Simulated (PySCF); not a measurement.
# C3H10OSi: the cost of one run

Computed with PySCF 2.14.0, with density-fitted response routines of our own, on a single molecule in the gas phase. Atoms count from 0, in the outputs and in this text.

## Step 1: The molecule as given

15 atoms, charge 0, multiplicity 1; geometry from: GFN2-xTB. The atoms were then displaced at random by about 0.01 Å, so the start is not that level's minimum.

Bonds of the start (Å): C0–C1 1.50, C1–C2 1.53, C2–Si3 1.96, Si3–O4 1.60, C0–H5 1.07, C0–H6 1.09, C0–H7 1.12, C1–H8 1.11, C1–H9 1.10, C2–H10 1.08, C2–H11 1.07, Si3–H12 1.44, Si3–H13 1.43, O4–H14 0.96.

## Step 2: Optimising the geometry at PBE0-D3(BJ)/def2-SVP

What the job is given:

```
{"job": {"xc": "PBE0", "basis": "def2-SVP", "d3": "d3bj", "grid": 1, "shake": 0.01, "kind": "geom"}, "charge": 0, "multiplicity": 1}
C     -2.149870     0.035150     0.464050
C     -0.659740     0.009810     0.611550
C      0.026890    -0.196830    -0.736270
Si     1.975590    -0.326570    -0.601800
O      2.607280     1.011490     0.014170
H     -2.540290    -0.867710     0.034520
H     -2.643440     0.212730     1.422970
H     -2.446420     0.877410    -0.209380
H     -0.315380     0.956380     1.083820
H     -0.391110    -0.798600     1.307130
H     -0.230860     0.626730    -1.383530
H     -0.344210    -1.098410    -1.183240
H      2.244320    -1.475810     0.231600
H      2.548600    -0.374050    -1.906210
H      2.303290     1.390910     0.843400
```

On the command line:

```bash
$ OMP_NUM_THREADS=1 python probes_run.py task.json out
```

One launch serves the whole session: the jobs run in the order shown.

**Question.** How long does this first job take on 1 thread of Arm Neoverse V1, shared host, and how much memory does it need?

About 29 s, with a peak of 0.51 GiB.
